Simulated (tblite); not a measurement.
# C2H7OSi: the cost of one run

Computed with tblite 0.8.0 and PySCF 2.14.0 and routines of our own; the level stands in each step. Atoms count from 0.

### Step 1. The system as given

11 atoms, charge 0, multiplicity 2; geometry from: start built from the parent or by distance geometry.

### Step 2. Relaxing the molecule with GFN2-xTB

The job: settings as JSON, then the geometry in Å.

```
{"job": {"kind": "relax", "xc": "GFN2-xTB", "basis": "xTB"}, "charge": 0, "multiplicity": 2}
C      1.446800     0.618400    -0.256000
Si     0.011400    -0.089400     0.696700
C     -1.494300    -0.510000    -0.440200
O     -1.951600     0.584300    -1.109700
H      1.729200    -0.049100    -1.050300
H      1.143500     1.584800    -0.701500
H      2.302000     0.794500     0.379900
H      0.492500    -1.363600     1.352100
H     -0.346700     0.798300     1.845300
H     -2.197000    -1.011600     0.267800
H     -1.125100    -1.351200    -1.036100
```

Started as:

```sh
> OMP_NUM_THREADS=1 python redox_run.py task.json out
```

This one command runs all jobs of the session in turn.

Q: Estimate the wall time of this first job on 1 thread of Intel Xeon at 2.50GHz, shared host.

About 2.1 s.
